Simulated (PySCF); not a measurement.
# CrI5 ([CrI5]3-): the cost of one run

Computed with PySCF 2.14.0 and routines of our own; the level stands in each step. Atoms count from 0.

## Step 1: The system as given

6 atoms, charge -3, states of the metal's open shell are computed; geometry from: model geometry, bond lengths from ionic radii.

## Step 2: Ligand-field states: state-averaged CASSCF in water

The job: settings as JSON, then the geometry in Å.

```
{"job": {"kind": "lf", "basis": {"metal": "x2c-TZVPall", "ligand": "x2c-SVPall"}, "nevpt": true, "solvent": "water"}, "charge": -3, "metal": "Cr", "open_shell": "d4"}
Cr     0.000000     0.000000     0.000000
I      0.000000     0.000000     2.800000
I      2.757462     0.000000    -0.486215
I     -2.757462     0.000000    -0.486215
I      0.000000     2.757462    -0.486215
I     -0.000000    -2.757462    -0.486215
```

Level: state-averaged CASSCF of the metal d shell, SC-NEVPT2 on the averaged canonical orbitals, state-interaction spin-orbit coupling.

On the command line:

```
OMP_NUM_THREADS=1 python lf_run.py task.json out
```

This one command runs all jobs of the session in turn.

**Question.** How long does this first job take on 1 thread of Arm Neoverse V2, shared host, and how much memory does it need?

About 76 s, with a peak of 0.77 GiB.
